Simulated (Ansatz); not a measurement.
# CW: the cost of one run

Method: DFT unrestricted PBE0, Gaussian basis def2-TZVPP, in Ansatz 0.2.0.

**1. The starting structure**

Bond lengths: W1–C2 1.710 Å.

Structure file:

```xyz
2

W     0.0000    0.0000    0.0000
C     0.0000    0.0000    1.7100
```

**2. Relaxing the atoms: CW**

The input, input.yaml:

```yaml
relax:
  f_tol: 0.001
  max_steps: 200
crystal:
  periodic: [false, false, false]
  atoms:
    - { symbol: W, position_ang: [0.0, 0.0, 0.0] }
    - { symbol: C, position_ang: [0.0, 0.0, 1.71] }
magnetization:
  spin_polarized: true
  initial_magnetization: 2
basis:
  gaussian: { orbitals: def2-TZVPP }
hamiltonian:
  xc: pbe0
output:
  orbitals: {}
```

The run is started by

```bash
$ ansatz run input.yaml --threads 1 --pin off --max-ram 7168MiB --backend cpu --events-out ev --progress --plain --runs-dir out
```

Q: Estimate wall time and peak memory on 1 thread of Intel Xeon at 2.30GHz, shared host.

About 18 s, with a peak of 0.18 GiB.
